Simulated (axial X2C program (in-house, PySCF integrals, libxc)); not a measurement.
# FeF⁺: properties at the nuclei

Wanted for FeF⁺: properties at the nuclei, at the two-component level.

The runs use an in-house X2C program for linear molecules on PySCF integrals; two-component X2C with atomic mean-field terms, Fe dyall-cv3z, F dyall-av3z.

All values are calculated.

## (1) Set-up

Contents of task.json:

```json
{"zs": [26, 9], "q": 1, "bas": ["dyall-cv3z", "dyall-av3z"], "r0": 1.8, "levels": ["PBE0", "HF", "PBE", "TPSSh", "PBE50"], "nst": 3}
```

Keys: zs atomic numbers; q charge; bas basis sets; r0 starting distance in Å; levels methods (HF also brings MP2); nst determinants followed.

The run is started by

```sh
$ python soeom.py task.json out
```

Further steps of the session: Expectation values, lowest determinant; Expectation values, a higher determinant; Expectation values, a higher determinant.

Q: Predict the outcome of this session. Wanted: lowest determinant; Eeff magnitude; Ws magnitude Fe; A∥/gI Fe; qzz Fe; higher determinant (for each run or level that gives them).

The runs gave:

```
                                        quantity                                            value
                              lowest determinant   Ω = 4 (excess of +ω over −ω: ω = 3/2, ω = 5/2)
                    Eeff magnitude (GV/cm), PBE0                                            0.734
                     Ws magnitude Fe (kHz), PBE0                                           0.0546
                            A∥/gI Fe (MHz), PBE0                                              348
                             qzz Fe (a.u.), PBE0                                             1.07
                              higher determinant   Ω = 3 (excess of +ω over −ω: ω = 1/2, ω = 5/2)
Eeff magnitude (GV/cm), PBE0, higher determinant                                            0.635
 Ws magnitude Fe (kHz), PBE0, higher determinant                                           0.0664
        A∥/gI Fe (MHz), PBE0, higher determinant                                              308
         qzz Fe (a.u.), PBE0, higher determinant                                            -2.39
                              higher determinant  Ω = 1 (excess of +ω over −ω: ω = -3/2, ω = 5/2)
Eeff magnitude (GV/cm), PBE0, higher determinant                                            0.651
 Ws magnitude Fe (kHz), PBE0, higher determinant                                            0.206
        A∥/gI Fe (MHz), PBE0, higher determinant                                             82.6
         qzz Fe (a.u.), PBE0, higher determinant                                            -2.38
```

**Reading.** In the first state, the effective field runs from 0.712 to 0.74 GV/cm over the mean-field levels. The expectation values come from single determinants, which for open shells can mix terms of unlike spin or miss the lowest Ω, so a determinant need not be a state. Eeff is the effective electric field on the electron dipole moment in this Ω state and Ws the scalar–pseudoscalar constant (defined with the proton number Z and per Ω); A∥ is the parallel hyperfine constant, which follows by multiplying with the nuclear g factor gI = μI/(I μN); qzz is the electric field gradient, eQq0 = 234.96 MHz × Q/barn × qzz. The operators were transformed with the bare-nucleus X2C matrices.
